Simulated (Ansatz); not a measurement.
# Ti3InC (Pm-3m): relaxation of cell and ions

What cell does Ti3InC (Pm-3m) relax to? Aim: a relaxation of cell and ions, for Ti3InC (Pm-3m), run from a script.

All numbers are computed with the Python package of Ansatz 0.2.0. Level of theory: DFT PBEsol+D3(BJ) with three-body term, plane waves, PAW.

## (1) The structure

The structure is cubic, space group Pm-3m (No. 221). Conventional cell: a = 4.236 Å, b = 4.236 Å, c = 4.236 Å, α = 90.00°, β = 90.00°, γ = 90.00°. Ti (site symmetry 4/mmm) has 2 C at 2.12 Å as nearest neighbours. In (site symmetry m-3m) has 12 Ti at 2.99 Å as nearest neighbours. C (site symmetry m-3m) is surrounded by 6 Ti at 2.12 Å.

No structure file is read: the coordinates are typed or built in the script.

## (2) The code

Contents of ti3inc.py:

```python
# -*- coding: utf-8 -*-
'''Cell relaxation of Ti3InC.'''

import warnings

import ansatz
from ase import Atoms
from ase.data import atomic_numbers
from ase.io import write
import matplotlib.pyplot as plt
import numpy as np
import spglib

FUNCTIONAL = 'pbesol'
VDW = 'd3bjatm'
OCCUPATIONS = 'Gaussian'
FORCE_TOL = 0.01

def edges_and_angles(cell):
    cell = np.asarray(cell)
    a, b, c = np.linalg.norm(cell, axis=1)
    cosines = cell[1] @ cell[2] / (b * c), cell[0] @ cell[2] / (a * c), cell[0] @ cell[1] / (a * b)
    return (a, b, c, *np.degrees(np.arccos(cosines)))


def main():
    warnings.simplefilter('ignore', ansatz.DeckWarning)

    cell = (
        ansatz.Lattice.cubic(4.235561)
        .space_group(221)
        .atom('Ti', [0.5, 0.5, 0.0])
        .atom('In', [0.0, 0.0, 0.0])
        .atom('C', [0.5, 0.5, 0.5])
    )

    # every cell quantity that the symmetry leaves free
    setup = (
        cell.calculation()
        .functional(FUNCTIONAL, dispersion=VDW)
        .basis(28 * ansatz.Ry, density_ratio=6)
        .kpoints(7, shift=0.5)
        .occupations(OCCUPATIONS)  # smearing steadies the SCF of a metal
        .mixing('broyden')
        .relax(force_tolerance=FORCE_TOL, max_steps=60, max_displacement=0.1, cell=True)
    )
    steps = []


    def follow(event):
        if event['event'] != 'relax_step':
            return
        row = event['data']
        steps.append(row)
        print(f'step {row["step"]:3d}  E = {row["lagrangian_ev"]:.5f} eV  largest force component = {row["allowed_force_max_ev_ang"]:.4f} eV/A  P = {row["pressure_gpa"]:.3f} GPa')


    res = setup.session().plan(threads=1).execute(on_event=follow)
    data = res.report

    first, last = steps[0], steps[-1]
    symbols = [site.symbol for site in res.lattice.sites]
    print(f'energy gained {first["lagrangian_ev"] - last["lagrangian_ev"]:.4f} eV in {len(steps) - 1} steps')
    for label, vectors in (('before', first['cell_ang']), ('after', res.lattice.cell_ang)):
        print(label, 'a b c (A) {:.4f} {:.4f} {:.4f}  angles {:.2f} {:.2f} {:.2f}'.format(*edges_and_angles(vectors)), f' V = {abs(np.linalg.det(vectors)):.3f} A^3')
    print('final stress xx yy zz (GPa, compression positive):', np.round(np.diag(data['stress_gpa']), 3) + 0.0)

    relaxed = Atoms(symbols, positions=[site.position_ang for site in res.lattice.sites], cell=res.lattice.cell_ang, pbc=True)
    write('relaxed.cif', relaxed, format='cif')

    fractions = [site.position_frac for site in res.lattice.sites]
    numbers = [atomic_numbers[s] for s in symbols]
    for tolerance in (1e-3, 1e-2, 1e-1):
        print(f'space group at {tolerance} A:', spglib.get_spacegroup((res.lattice.cell_ang, fractions, numbers), symprec=tolerance))

    change = np.array(last['positions_ang']) @ np.linalg.inv(last['cell_ang']) - np.array(first['positions_ang']) @ np.linalg.inv(first['cell_ang'])
    moved = np.linalg.norm(change @ np.array(last['cell_ang']), axis=1)
    print('displacement within the cell, strain taken out (A):', ' '.join(f'{s}:{d:.3f}' for s, d in zip(symbols, moved)))

    fig, (top, bottom) = plt.subplots(2, 1, sharex=True, figsize=(4.5, 4))
    top.plot([s['lagrangian_ev'] - last['lagrangian_ev'] for s in steps], 'o-')
    top.set_ylabel('E - E(final) (eV)')
    bottom.semilogy([max(s['allowed_force_max_ev_ang'], 1e-6) for s in steps], 's-')
    bottom.set(xlabel='step', ylabel='largest force (eV/A)')
    fig.tight_layout()
    fig.savefig('relax.png', dpi=100)

    print('%-22s %14.5f eV' % ('F = E - TS', data['free_energy_ev']))
    print('%-22s %14.5f eV' % ('E', data['internal_energy_ev']))
    print('%-22s %14.5f eV' % ('Harris-Foulkes', data['harris_foulkes_ev']))
    print('%-22s %14.5f eV' % ('Fermi level', data['fermi_energy_ev']))

    spg_cell = (res.lattice.cell_ang, [s.position_frac for s in res.lattice.sites], [atomic_numbers[s.symbol] for s in res.lattice.sites])
    # the group found depends on the tolerance
    for tolerance in (1e-5, 1e-3, 1e-1):
        print(f'symprec {tolerance:g} A: {spglib.get_spacegroup(spg_cell, symprec=tolerance)}')
    print('operations used by the run:', data['n_symmetry_ops'])


if __name__ == '__main__':
    main()
```

## (3) The calls as engine input

The engine receives this input:

```yaml
crystal:
  lattice:
    bravais: cubic
    a: 4.235561
  space_group: 221
  atoms:
    - { symbol: Ti, position: [0.5, 0.5, 0.0] }
    - { symbol: In, position: [0.0, 0.0, 0.0] }
    - { symbol: C, position: [0.5, 0.5, 0.5] }
basis:
  ecutwfc: 380.959407443832
  ecutrho_ratio: 6
kpoints:
  mp_grid:
    grid: [7, 7, 7]
    shift: [0.5, 0.5, 0.5]
hamiltonian:
  xc: pbesol
  dispersion: d3bjatm
scf:
  mixing:
    algorithm: broyden
  occupations:
    method: gaussian
relax:
  f_tol: 0.01
  max_steps: 60
  max_displacement: 0.1
  cell: {}
```

## (4) Launch

Launch:

```
python ti3inc.py
```

Q: Predict the main results. Wanted: free energy; moves of the relaxation; energy gained; last largest force component; relaxed conventional cell; space group at the end.

As calculated:

| quantity | value |
| --- | --- |
| free energy | -13199.2122 eV (-2639.8424 eV/atom) |
| moves of the relaxation | 4 |
| energy gained (ahead of the last change of basis) | 21.3 meV/atom |
| last largest force component | 0.0000 eV/Å |
| relaxed conventional cell | a = 4.161 Å, b = 4.161 Å, c = 4.161 Å, α = 90.00°, β = 90.00°, γ = 90.00° |
| space group at the end | Pm-3m |

Over 4 moves the cell shrank by 5.2 % in volume, and the space group stayed Pm-3m. The cutoff lies under the one recommended for these potentials. The run is spin-unpolarised. Forces vanish by symmetry, so the ions can't move, and the end may be a saddle. Under the recommended cutoff a pressure can be off by several GPa, even in sign. For a metal this k-point mesh is coarse: on a finer one energies can move by several to tens of meV an atom and pressures by half a GPa or more, differences at one mesh by less. The zero of the levels is a convention of the potentials, so an absolute Fermi energy is no work function. Energies along a relaxation are free energies. Rows at an unchanged volume are solved on a plane-wave basis chosen afresh for that cell, so the energy jumps there and such rows are no steps of the walk. The structure comes from a database of computed cells and needn't be a stable or known phase.
